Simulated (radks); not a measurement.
**Ionisation energy and size from Rb to Pd**

An exercise on one series of results from a longer session: the logs are not shown, and one member is left open.

Method: scalar-relativistic Kohn-Sham, PBE, spin-unpolarised, spherical densities, point nucleus. Code: radks (a radial shooting solver on a logarithmic mesh, Libxc functionals) version 1.

## The atom as given

```
species : Rb, Sr, Zr, Nb, Mo, Tc, Ru, Rh, Pd
runs    : 18, each species and its next ion
```

Set-up of the first run:

Settings of this run:

```text
Z 37
configuration [Kr] 5s1
relativity scalar-relativistic
functional pbe,pbe
spin unpolarised
nucleus point
c 137.035999084
```

Among the steps run: Rb, [Kr] 5s1; Rb⁺, [Kr]; Sr, [Kr] 5s2; Sr⁺, [Kr] 5s1; Zr, [Kr] 4d2 5s2; Zr⁺, [Kr] 4d2 5s1; Nb, [Kr] 4d4 5s1; Nb⁺, [Kr] 4d4; Mo, [Kr] 4d5 5s1; Mo⁺, [Kr] 4d5; Tc, [Kr] 4d5 5s2; Tc⁺, [Kr] 4d5 5s1; Ru, [Kr] 4d7 5s1; Ru⁺, [Kr] 4d7; Rh, [Kr] 4d8 5s1; Rh⁺, [Kr] 4d8; Pd, [Kr] 4d10; Pd⁺, [Kr] 4d9.

One of the session's tables, all rows but one given; the rest of the session is left out.

```
species  Δ-SCF (eV)  −ε(HOMO) (eV)  its <r> (bohr)
     Rb       4.154          2.232            5.25
     Sr       5.885          3.526            4.33
     Zr       7.137          3.599            3.73
     Nb       6.637          3.040            3.73
     Mo       6.890          3.753            3.60
     Tc       8.154          5.043            3.30
     Ru           ?              ?               ?
     Rh       7.461          4.300            3.31
     Pd       9.115          4.048            1.59
```

**Question.** Estimate the row for Ru.

The run gave: Δ-SCF (eV): 7.292; −ε(HOMO) (eV): 4.240; its <r> (bohr): 3.39. In the column «Δ-SCF (eV)» it lies between Zr (7.137) and Rh (7.461).

Caveats from the session: For Zr, Nb, Mo the highest level isn't the widest one, so −ε(HOMO) and <r> belong to different orbitals, and Δ-SCF follows the ion's typed configuration. Elements between those listed are not part of this session, or gave no valid solution. Spin polarisation and multiplet splitting are left out, so open shells lie too high by an amount that depends on their filling.
